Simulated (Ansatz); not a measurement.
# TiO2: the cost of one run

Program: Ansatz 0.2.0. Level of theory: DFT r2SCAN, scalar-relativistic, plane waves, PAW. These are calculated values, not measurements.

2 further runs of the same task are left out: 2 set aside as unsound or not needed.

## (1) The structure to begin with

The structure is tetragonal, space group I4_1/amd (No. 141). The conventional cell has a = 3.778 Å, b = 3.778 Å, c = 9.584 Å, α = 90.00°, β = 90.00°, γ = 90.00°. Ti (site symmetry -4m2) is surrounded by 6 O at 1.93 to 1.99 Å. O (site symmetry 2mm) has 3 Ti at 1.93 to 1.99 Å as nearest neighbours.

Structure file:

```xyz
6
Lattice="2.6712 -2.6713 -0.0202 2.6712 2.6713 -0.0202 -2.6353 0.0000 4.8120" Properties=species:S:1:pos:R:3 pbc="T T T"
Ti    2.0123    2.0036    1.1828
Ti    0.6947   -2.0036    3.5889
O    -0.6440   -0.6679    3.1895
O     3.3510    0.6679    1.5823
O     2.0333   -0.6679    3.9883
O     0.6736    0.6679    0.7834
```

It goes back to an entry of the Materials Project, which need not be the stable form.

This cell was relaxed beforehand with the same method: volume 11.40 Å³/atom, gap on the mesh 2.57 eV.

## (2) The reference: the undisturbed cell on the scan's mesh

input.yaml reads:

```yaml
crystal:
  lattice:
    - [2.6711600402, -2.6712510909, -0.020168419]
    - [2.6711600402, 2.6712510909, -0.020168419]
    - [-2.635341373, 0.0, 4.8120473783]
  atoms:
    - { symbol: Ti, position: [0.1249747467, 0.8750252533, 0.25] }
    - { symbol: Ti, position: [0.8750252533, 0.1249747467, 0.75] }
    - { symbol: O, position: [0.3322819419, 0.0822483592, 0.6645446501] }
    - { symbol: O, position: [0.6677180581, 0.9177516408, 0.3354553499] }
    - { symbol: O, position: [0.9177516408, 0.6677180581, 0.8354553499] }
    - { symbol: O, position: [0.0822483592, 0.3322819419, 0.1645446501] }
basis:
  ecutwfc: 500
kpoints:
  mp_grid: { grid: [6, 6, 6] }
hamiltonian:
  xc: r2scan
scf:
  occupations: { method: gaussian, width: 0.05 }
output:
  forces: true
  stress: true
  eigenvalues: true
  write_density: true
  write_potential: true
  elf: true
  volumetric_format: npy
```

Command:

```sh
$ ansatz run input.yaml --threads 1 --pin off --max-ram 2560MiB --backend cpu --events-out ev --progress --plain --runs-dir out
```

What time and memory should one allow on 1 thread of Intel Xeon at 2.50GHz (Skylake/Cascade Lake), shared host?

About 53 s, with a peak of 0.61 GiB.
